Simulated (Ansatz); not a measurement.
# Ti: the cost of one run

Method: DFT LDA, scalar-relativistic, in Ansatz 0.2.0.

## 1. The starting structure

Symmetry: Fm-3m, No. 225, cubic system. Conventional cell: a = 4.060 Å, b = 4.060 Å, c = 4.060 Å, α = 90.00°, β = 90.00°, γ = 90.00°. Around Ti (site symmetry m-3m) lie 12 Ti at 2.87 Å.

Coordinates:

```cif
data_structure
_symmetry_space_group_name_H-M 'P 1'
_symmetry_Int_Tables_number 1
_cell_length_a 2.8709
_cell_length_b 2.8709
_cell_length_c 2.8709
_cell_angle_alpha 60.000
_cell_angle_beta 60.000
_cell_angle_gamma 60.000
_cell_volume 16.73
loop_
_atom_site_label
_atom_site_type_symbol
_atom_site_fract_x
_atom_site_fract_y
_atom_site_fract_z
_atom_site_occupancy
Ti1 Ti 0.00000 0.00000 0.00000 1
```

## 2. The deformed structure

Space group Fm-3m before, R-3m after.

## 3. Full-potential LAPW

input.yaml

```yaml
crystal:
  lattice:
    - [0.0406, 2.0503, 2.0503]
    - [2.0503, 0.0406, 2.0503]
    - [2.0503, 2.0503, 0.0406]
  atoms:
    - { symbol: Ti, position: [0.0, 0.0, 0.0] }
kpoints:
  mp_grid: { grid: [14, 14, 14] }
  band_path:
    path:
      - [0.0, 0.0, 0.0]
      - [0.5, 0.5, 0.5]
      - [0.2451701269, 0.5, 0.7548298731]
      - [-0.2451701269, 0.2451701269, 0.5]
      - [0.0, 0.0, 0.5]
      - [0.0, 0.0, 0.0]
      - [-0.3725850634, 0.0, 0.3725850634]
      - [0.0, 0.3725850634, 0.6274149366]
      - [0.0, 0.5, 0.5]
    npoints: 5
scf:
  occupations: { method: fermi_dirac, width: 0.05 }
hamiltonian:
  xc: lda
  pseudopotentials: { kind: all_electron, lapw: { basis_error: 0.00025 } }
output:
  forces: true
  stress: true
  eigenvalues: true
```

On the command line:

```bash
$ ansatz run input.yaml --threads 1 --pin off --max-ram 3072MiB --backend cpu --events-out ev --progress --plain --runs-dir out
```

Q: Estimate wall time and peak memory on 1 thread of Arm Neoverse V2, shared host.

About 14 s, with a peak of 0.39 GiB.
